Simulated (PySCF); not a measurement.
# CBr+: from the state search to spectroscopic constants

Aim: find the lowest electronic state of CBr+, scan its bond at several levels of theory, and get bond length, wavenumber and dissociation energy from each curve.

Method: C cc-pVDZ, Br cc-pVDZ-PP with ECP10, scalar-relativistic core potentials; program: PySCF 2.14.0.

## (1) The job

The job is set up so:

```
atoms                         : C, Br
charge                        : 1
basis                         : C cc-pVDZ, Br cc-pVDZ-PP with ECP10
Hamiltonian                   : scalar-relativistic core potentials
basis functions               : 37
electrons treated             : 30
masses in u                   : 12.0000, 78.9183
levels                        : PBE0, PBE, r²SCAN, revPBE, BP86, r²SCANh, HF, MP2, SCS-MP2, CCSD, CCSD(T)
grid                          : 80 radial by 434 angular points
occupations                   : held fixed by the projection of orbital angular momentum
dissociation limit            : C+ + Br, each in its ground configuration
starting distance in angstrom : 1.925
values of 2S to try           : 0, 2
```

Launch:

```sh
> OMP_NUM_THREADS=1 python dia.py task.json out
```

After this run come: First curve: PBE0; Excited determinants; PBE; r²SCAN; revPBE (GGA); BP86 (GGA); r²SCANh (hybrid meta-GGA); RHF; Correlated methods on the Hartree–Fock reference.

Q: Predict the outcome of this session. Wanted: for each run, Re; ωe; De; μ.

The runs gave:

Lowest PBE0 solution found, without spin–orbit coupling: ¹Σ⁺ (singlet), closed shell. State 2 has its PBE0 minimum 2.53 eV higher. The other levels ran on the lowest alone.

```
      level  Re (Å)  ωe (cm⁻¹)  De (eV)  μ (D)
        RHF   1.681       1056     3.46  -0.80
    RHF-MP2   1.696       1040     5.86    n/a
RHF-SCS-MP2   1.697       1032     5.60    n/a
   RHF-CCSD   1.705       1001     5.40    n/a
RHF-CCSD(T)   1.719        957     5.76    n/a
        PBE   1.725        937     6.91  -0.40
     revPBE   1.730        929     6.63  -0.45
       BP86   1.728        927     6.78  -0.45
     r²SCAN   1.710        970     6.44  -0.43
    r²SCANh   1.703        990     6.21  -0.43
       PBE0   1.700       1001     6.23  -0.40
```

De is counted to C+ + Br in their ground configurations. A positive dipole points from C to Br; in an ion it is taken about the centre of mass and does not tell which atom is negative.

The methods spread over 0.049 Å in bond length, from RHF to revPBE. Of the levels with a De here, RHF gives the least (3.46 eV) and PBE the most (6.91 eV).

Correlated steps freeze 5 core orbitals. T1 is 0.027 near the minimum (highest on the curve 0.050), which may point to more than one leading configuration.
